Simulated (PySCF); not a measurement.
# FSr (SrF): the cost of one run

Computed with PySCF 2.14.0 and routines of our own; the level stands in each step. Atoms count from 0.

### 1 The system as given

2 atoms, charge 0, multiplicity 2; geometry from: GFN2-xTB.

### 2 Relaxing the molecule at PBE0-D3(BJ)/def2-SVP

The job: settings as JSON, then the geometry in Å.

```
{"job": {"xc": "PBE0", "basis": "def2-SVP", "d3": "d3bj", "grid": 1, "maxiter": 30, "shake": 0.01, "kind": "geom"}, "charge": 0, "multiplicity": 2}
F      0.991820    -0.028060     0.000880
Sr    -0.974330    -0.000750    -0.013000
```

Started as:

```bash
> OMP_NUM_THREADS=1 python heavy_run.py task.json out
```

The driver reads the jobs from task.json and runs them one after another.

Q: Estimate the wall time and peak memory of this first job on 1 thread of Arm Neoverse V1, shared host.

About 3.5 s, with a peak of 0.25 GiB.
